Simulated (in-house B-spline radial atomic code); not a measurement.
# Hg³⁺: ionisation energy by several methods

The task here is to estimate one member of a computed series from the others.

Program: in-house B-spline radial atomic code version 1. Level of theory: scalar-relativistic (X2C), several functionals, spin-polarised; spherical all-electron atom at the radial basis limit. These are calculated values, not measurements, unless marked.

### Starting point

| Quantity | Value |
| --- | --- |
| element | mercury (Z = 80) |
| charge | +3 |
| electrons | 77 |
| configuration | [Xe] 4f14 5d9 |
| nucleus | Fermi, rms radius 5.465 fm |

The outer shells:

[Xe] 4f14 5d9
```
[Xe] core
4f [↑↓][↑↓][↑↓][↑↓][↑↓][↑↓][↑↓]
5d [↑↓][↑↓][↑↓][↑↓][↑ ]
```

Where spins are not typed, each open shell is filled with up spins first.

Set-up of the first run:

Input settings:

```ini
Z = 80
electrons = 77.0
configuration = [Xe] 4f14 5d9
hamiltonian = x2c
method = pbe,pbe
spin_polarised = True
nucleus = fermi
rms_radius = 5.4648
mass_number = 202
atomic_mass = 201.970643604
speed_of_light = 137.035999084
```

Steps of the session up to this table: PBE, a GGA; BLYP, a GGA; LDA (VWN5); PBEsol, a GGA; LDA (PW92); TPSS, a meta-GGA.

One of the session's tables, all rows but one given; the rest of the session is left out.

| method | ΔSCF (eV) |
| --- | --- |
| LDA (VWN5) | 49.474 |
| LDA (PW92) | 49.468 |
| PBE | 49.106 |
| BLYP | 48.981 |
| PBEsol | 49.149 |
| TPSS | ? |

Q: Estimate the row for TPSS from the others.

The run gave: ΔSCF (eV): 49.035. In the column «ΔSCF (eV)» it lies between BLYP (48.981) and PBE (49.106).

To keep in mind: Meta-GGA runs start from a PBE run whose iterations are not counted.
